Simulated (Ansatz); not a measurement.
# AgB (P1) in Ansatz: convergence with k mesh

Aim: find how far k mesh must go before the results for AgB settle, at LDA+U. This setting moves, with any that are tied to it; all else stays.

All numbers are computed with Ansatz 0.2.0; they aren't measurements. Logs are shortened: lines on timing, memory, paths and dates and some standing lists are left out, and cuts for length are marked.

## (1) The cell of the first run

The typed cell holds 2 atoms: a = 3.006 Å, b = 3.006 Å, c = 3.006 Å, α = 90.00°, β = 90.00°, γ = 90.00°.

The cell was built by a generator and needn't be a form met in nature.

The cell isn't the ideal one: atoms moved at random, drawn with an rms of 0.05 Å.

## (2) With k mesh 3 × 3 × 3

Input file input.yaml:

```yaml
crystal:
  lattice:
    - [3.0059776, 0.0, 0.0]
    - [0.0, 3.0059776, 0.0]
    - [0.0, 0.0, 3.0059776]
  atoms:
    - { symbol: Ag, position: [0.01191, 0.001555, 0.00521] }
    - { symbol: B, position: [0.489547, 0.513332, 0.48568] }
hamiltonian:
  xc: lda
  pseudopotentials: { kind: paw }
  hubbard: { sites: [{ species: Ag, l: d, u_eff: 5.0 }] }
kpoints:
  mp_grid: { grid: [3, 3, 3] }
scf:
  occupations: { method: cold, width: 0.1 }
output:
  forces: true
  stress: true
  eigenvalues: true
```

Potentials or basis: Ansatz PAW.

Started as:

```bash
$ ansatz run input.yaml --threads 2 --pin off --max-ram 5632MiB --backend cpu --events-out ev --progress --plain --runs-dir out
```

The log of the run:

```text
Warning: RAYON_NUM_THREADS=2 ignored (pool sized by the plan → 2); use --threads N
Ag: projections on atomic orbitals take those of the free atom [Ar 3d10] 4s2 4p6 4d10 5s1, of charge +0.00 (hamiltonian.pseudopotentials.projection_atoms); the dataset's partial waves leave at most 1.2e-5 of an orbital's norm unspanned inside its sphere
B: projections on atomic orbitals take those of the free atom [He] 2s2 2p1, of charge +0.00 (hamiltonian.pseudopotentials.projection_atoms); the dataset's partial waves leave at most 3.0e-9 of an orbital's norm unspanned inside its sphere
Engine: ansatz 0.2.0, aarch64-unknown-linux-gnu
Pseudopotentials: kind: paw
Pseudopotential: Ag, paw, valence charge 19, recommended cutoff 420 eV (normal), Ag.paw.azcp
Pseudopotential: B, paw, valence charge 3, recommended cutoff 420 eV (normal), B.paw.azcp
Functional definition: SPW92
  exchange = slater_x
  correlation = pw_c
Crystal: 2 atoms, lattice volume = 27.162 Å³
Basis set: ecut = 420 eV, 515 PW (Γ)
Bands: 15, of which v1, the nominal top of the filled ones, is band 11 counted from 1 (10 counted from 0)
Symmetry: 1 space group operations
Space group: P1 (ITA 1), of the structure as read, at distance tolerance 3.0e-5 Å
k-points: 14 of 27 (time reversal used)
Non-local potential: Ag, projectors of the file, l = 0: 3, l = 1: 2, l = 2: 2, l = 3: 1
Non-local potential: B, projectors of the file, l = 0: 2, l = 1: 2, l = 2: 1
PAW form: soft (Blöchl's): semilocal exchange-correlation on the pseudo side does not see the compensation charge
PAW frozen core: Ag, regenerated for the run's functional, and the local potential with it (the file was generated under x = pbe(κ = 0.804, μ = 0.2195149727645171), c = pbe(β = 0.06672455060314922))
PAW frozen core: B, regenerated for the run's functional, and the local potential with it (the file was generated under x = pbe(κ = 0.804, μ = 0.2195149727645171), c = pbe(β = 0.06672455060314922))
PAW one-centre angular grid: Ag, 590 points (default); XC on 64 Gauss nodes
PAW one-centre angular grid: B, 110 points (default); XC on 64 Gauss nodes
Initial density: superposition of atomic densities (chi_scale 0.1, normalization cell, long waves kept (reshape's long-wave potential 0.00 eV rms))
Initial wavefunctions: pseudopotential atomic-orbital guess
Functional: x = slater, c = lda
SCF iter   1: F=—  HF=-7604.433867 eV  |F-HF|=—  |Δ(HF+E_count)|=         —  Δρ=8.38e-2  dr2=2.52e0  ethr=3.10e-3  ⟨swp⟩=4.0  Hψ=903  notcnv=0
preconditioner: auto → none  [insulator: Δε(μ)=0.815 eV  Ē_g=10.678 eV  σ=0.100 eV  W_gap=0.89  n_scr=6 (ndim 8)  ℏωp=26.7 eV  f_vac=0.000  D(μ)=2.16/eV (n_scr^D=26)  ε∞_Penn≈7.2]
SCF iter   2: F=—  HF=-7604.156636 eV  |F-HF|=—  |Δ(HF+E_count)|=   2.77e-1  S|Δr|=    0.00e0  Δρ=6.91e-2  dr2=1.26e0  ethr=3.10e-3  ⟨swp⟩=3.0  Hψ=554  notcnv=0  defer=1
SCF iter   3: F=—  HF=-7603.823566 eV  |F-HF|=—  |Δ(HF+E_count)|=   3.33e-1  S|Δr|=    0.00e0  Δρ=9.39e-3  dr2=1.33e-2  ethr=3.10e-3  ⟨swp⟩=2.3  Hψ=462  notcnv=0  defer=1
SCF iter   4: F=—  HF=-7603.819977 eV  |F-HF|=—  |Δ(HF+E_count)|=   3.59e-3  S|Δr|=    0.00e0  Δρ=1.05e-3  dr2=2.72e-4  ethr=6.04e-5  ⟨swp⟩=2.0  Hψ=475  notcnv=0  defer=1
SCF iter   5: F=—  HF=-7603.819998 eV  |F-HF|=—  |Δ(HF+E_count)|=   2.10e-5  S|Δr|=    0.00e0  Δρ=2.52e-4  dr2=1.10e-5  ethr=1.24e-6  ⟨swp⟩=2.0  Hψ=302  notcnv=0  defer=1
SCF iter   6: F=—  HF=-7603.819991 eV  |F-HF|=—  |Δ(HF+E_count)|=   6.44e-6  S|Δr|=    0.00e0  Δρ=5.32e-5  dr2=4.82e-7  ethr=4.99e-8  ⟨swp⟩=2.0  Hψ=288  notcnv=0  defer=1
SCF iter   7: F=-7603.819991 eV  HF=-7603.819991 eV  |F-HF|=9.76e-9  |Δ(HF+E_count)|=   2.13e-7  S|Δr|=    0.00e0  Δρ=7.98e-6  dr2=1.38e-8  ethr=4.55e-10  ⟨swp⟩=5.3  Hψ=908  notcnv=0
SCF 1 converged in 7 iterations: F = -7603.819991 eV  dr2 = 1.38e-8
SCF converged after 7 iterations
Stability not checked: this state was not tested for a lower state beside it, because cold or Methfessel-Paxton smearing, or corrected tetrahedra, fill the levels in a way that the test cannot read (fill_not_monotonic; see scf.lower_state_search)
Free energy (F): -7603.819991 eV
Harris-Foulkes:  -7603.819991 eV  (|F-HF|=9.76e-9)
Internal energy: -7603.813794 eV  (E = F + TS)
E sigma→0 (E₀):  -7603.817925 eV
Entropy (-TS):   -0.006197 eV (-3.099 meV/atom)
Fermi energy:    13.207137 eV
--- Per-component energies (eV) ---
  E_band       = -313.682817
  E_kinetic    = 564.490072
  E_local      = -2693.914265  (includes V_loc(G=0)·N_el)
  E_nonlocal   = 100.502527
  E_hartree    = 1210.523772
  E_xc         = -212.307640
  E_vxc        = -268.328044  (∫ρ·V_xc dr)
  E_hubbard    = 0.763274  (on-site DFT+U / exact-exchange correction)
  E_vhub       = -22.676319  (the Hubbard potential's part of the band-sum identity)
  E_paw        = -3841.810770  (= ΣΔE_a)
  E_vpaw       = -414.800620  (= ΣTr[D̂ρ^β])
  E_aug_tail   = 0.000257  (compensation charges beyond the density's cutoff)
  E_ewald      = -2732.831661
  E_core_change = 0.770642  (= ΣΔE_core)
  E_smearing   = -0.006197  (= −TS)
  E_closure    = -0.000000  (closes the sum)
  Σ components = -7603.819991   (vs F -7603.819991, Δ=0.00e0)
--- Forces (eV/Å), atoms counted from 1 ---
  atom   1  Ag    -0.07766744     0.04198679    -0.06840725
  atom   2  B      0.07772502    -0.04201626     0.06845709
  max |Σ_I F_I| component: 5.76e-5 eV/Å
--- Stress (GPa, compression-positive) ---
      -16.360054      -0.207064       0.345528
       -0.207064     -16.375652      -0.180319
        0.345528      -0.180319     -16.362988
  P = ⅓ Tr σ = -16.3662 GPa (-163.662 kbar)
--- Band table (eV; the first three rows and the last of 14) ---
  k-point 0: bands = ["-78.8067", "-42.3241", "-42.3218", "-42.3201", "2.7524", "5.0139", "5.0143", "7.0580", "7.0637", "7.0662", "15.2824", "15.2937", "15.3042", "20.3899", "25.1030"]
  k-point 1: bands = ["-78.8049", "-42.3638", "-42.3199", "-42.3176", "4.3042", "5.2086", "5.7109", "6.4170", "6.4244", "7.1224", "11.0621", "16.9694", "16.9828", "21.9049", "24.4831"]
  k-point 2: bands = ["-78.8049", "-42.3649", "-42.3196", "-42.3168", "4.3095", "5.2093", "5.7028", "6.4209", "6.4234", "7.1222", "11.0577", "16.9688", "16.9878", "21.8972", "24.4747"]
  k-point 13: bands = ["-78.7996", "-42.3585", "-42.3563", "-42.3545", "4.6644", "5.4679", "5.4761", "6.7663", "6.7675", "9.5868", "12.9318", "14.2963", "14.3099", "19.3728", "21.2190"]
Occupation matrices written to <dir>
```

It took 0.82 s on 2 threads of Arm Neoverse V2, shared host; peak memory 0.24 GiB.

Results:

| Item | Value |
| --- | --- |
| Free energy | -7603.8200 eV |
| Pressure | -16.4 GPa |
| Largest force | 0.112 eV/Å |
| Band gap on the k mesh | none (metal or under the smearing width) |

## (3) With k mesh 4 × 4 × 4

input.yaml, as its differences from that of step 2:

```diff
@@ -13,3 +13,3 @@
 kpoints:
-  mp_grid: { grid: [3, 3, 3] }
+  mp_grid: { grid: [4, 4, 4] }
 scf:
```

Potentials or basis: Ansatz PAW.

Started as:

```bash
$ ansatz run input.yaml --threads 2 --pin off --max-ram 5632MiB --backend cpu --events-out ev --progress --plain --runs-dir out
```

Run time: 1.3 s. Hardware: 2 threads of Arm Neoverse V2, shared host; peak memory 0.26 GiB.

What came out:

```yaml
Free_energy: -7604.1213 eV
Pressure: -16.0 GPa
Largest_force: 0.028 eV/Å
Band_gap_on_the_k_mesh: none (metal or under the smearing width)
```

## (4) With k mesh 5 × 5 × 5

input.yaml, as its differences from that of step 3:

```diff
@@ -13,3 +13,3 @@
 kpoints:
-  mp_grid: { grid: [4, 4, 4] }
+  mp_grid: { grid: [5, 5, 5] }
 scf:
```

Started as:

```bash
$ ansatz run input.yaml --threads 2 --pin off --max-ram 5632MiB --backend cpu --events-out ev --progress --plain --runs-dir out
```

It took 1.9 s on 2 threads of Arm Neoverse V2, shared host; peak memory 0.29 GiB.

Results:

```yaml
Free_energy: -7604.1672 eV
Pressure: -11.1 GPa
Largest_force: 0.040 eV/Å
Band_gap_on_the_k_mesh: none (metal or under the smearing width)
```

## (5) With k mesh 6 × 6 × 6

input.yaml, as its differences from that of step 4:

```diff
@@ -13,3 +13,3 @@
 kpoints:
-  mp_grid: { grid: [5, 5, 5] }
+  mp_grid: { grid: [6, 6, 6] }
 scf:
```

Started as:

```bash
$ ansatz run input.yaml --threads 2 --pin off --max-ram 5632MiB --backend cpu --events-out ev --progress --plain --runs-dir out
```

It took 3 s on 2 threads of Arm Neoverse V2, shared host; peak memory 0.33 GiB.

What came out:

- Free energy: -7604.1339 eV
- Pressure: -12.2 GPa
- Largest force: 0.044 eV/Å
- Band gap on the k mesh: none (metal or under the smearing width)

## (6) With k mesh 8 × 8 × 8

input.yaml, as its differences from that of step 5:

```diff
@@ -13,3 +13,3 @@
 kpoints:
-  mp_grid: { grid: [6, 6, 6] }
+  mp_grid: { grid: [8, 8, 8] }
 scf:
```

Potentials or basis: Ansatz PAW.

Started as:

```bash
$ ansatz run input.yaml --threads 2 --pin off --max-ram 5632MiB --backend cpu --events-out ev --progress --plain --runs-dir out
```

Run time: 7 s. Hardware: 2 threads of Arm Neoverse V2, shared host; peak memory 0.41 GiB.

It converged, with:

| Quantity | Value |
| --- | --- |
| Free energy | -7604.1133 eV |
| Pressure | -13.4 GPa |
| Largest force | 0.039 eV/Å |
| Band gap on the k mesh | none (metal or under the smearing width) |

## (7) With k mesh 10 × 10 × 10

input.yaml, as its differences from that of step 6:

```diff
@@ -13,3 +13,3 @@
 kpoints:
-  mp_grid: { grid: [8, 8, 8] }
+  mp_grid: { grid: [10, 10, 10] }
 scf:
```

Started as:

```bash
$ ansatz run input.yaml --threads 2 --pin off --max-ram 5632MiB --backend cpu --events-out ev --progress --plain --runs-dir out
```

Wall time 12 s (2 threads of Arm Neoverse V2, shared host); peak memory 0.54 GiB.

Results (log left out):

```yaml
Free_energy: -7604.1587 eV
Pressure: -12.9 GPa
Largest_force: 0.031 eV/Å
Band_gap_on_the_k_mesh: none (metal or under the smearing width)
```

## (8) With k mesh 12 × 12 × 12

input.yaml, as its differences from that of step 7:

```diff
@@ -13,3 +13,3 @@
 kpoints:
-  mp_grid: { grid: [10, 10, 10] }
+  mp_grid: { grid: [12, 12, 12] }
 scf:
```

Started as:

```bash
$ ansatz run input.yaml --threads 2 --pin off --max-ram 5632MiB --backend cpu --events-out ev --progress --plain --runs-dir out
```

Run time: 20 s. Hardware: 2 threads of Arm Neoverse V2, shared host; peak memory 0.73 GiB.

It converged, with:

| Item | Value |
| --- | --- |
| Free energy | -7604.1575 eV |
| Pressure | -13.5 GPa |
| Largest force | 0.030 eV/Å |
| Band gap on the k mesh | none (metal or under the smearing width) |

## (9) With k mesh 14 × 14 × 14

input.yaml, as its differences from that of step 8:

```diff
@@ -13,3 +13,3 @@
 kpoints:
-  mp_grid: { grid: [12, 12, 12] }
+  mp_grid: { grid: [14, 14, 14] }
 scf:
```

Potentials or basis: Ansatz PAW.

Started as:

```bash
$ ansatz run input.yaml --threads 2 --pin off --max-ram 5632MiB --backend cpu --events-out ev --progress --plain --runs-dir out
```

Wall time 32 s (2 threads of Arm Neoverse V2, shared host); peak memory 1 GiB.

It converged, with:

- Free energy: -7604.1459 eV
- Pressure: -13.3 GPa
- Largest force: 0.031 eV/Å
- Band gap on the k mesh: none (metal or under the smearing width)

## (10) Summary

| k mesh | energy less the tightest run, at zero smearing (meV/atom) | pressure (GPa) | largest force (eV/Å) | SCF cycles | CPU time (s) | peak memory (GiB) |
| --- | --- | --- | --- | --- | --- | --- |
| 3 × 3 × 3 | 163.71 | -16.37 | 0.112 | 7 | 1.4 | 0.24 |
| 4 × 4 × 4 | 12.55 | -16.02 | 0.028 | 7 | 2.3 | 0.26 |
| 5 × 5 × 5 | -10.31 | -11.07 | 0.040 | 7 | 3.6 | 0.29 |
| 6 × 6 × 6 | 5.98 | -12.21 | 0.044 | 7 | 5.8 | 0.33 |
| 8 × 8 × 8 | 16.45 | -13.39 | 0.039 | 8 | 14 | 0.41 |
| 10 × 10 × 10 | -6.35 | -12.87 | 0.031 | 7 | 23 | 0.54 |
| 12 × 12 × 12 | -6.09 | -13.52 | 0.030 | 7 | 40 | 0.73 |
| 14 × 14 × 14 | 0.00 | -13.35 | 0.031 | 7 | 64 | 1 |

Against the tightest run, the largest force stays within 0.005 eV/Å from 10 × 10 × 10 on. Not settled before the last step: the energy (to 1 meV/atom), the pressure (to 0.1 GPa). Meshes of other sizes hit other points, so gaps and Fermi surfaces needn't settle smoothly. The tightest run that finished is the yardstick and may itself not be fully converged.

Caveats: U without spin polarisation on a metal has little footing; the PAW data sets come from PBE, with cores solved anew for the run's functional, which leaves a small shift of forces and pressure; the U is typed as a test and isn't derived for this compound.
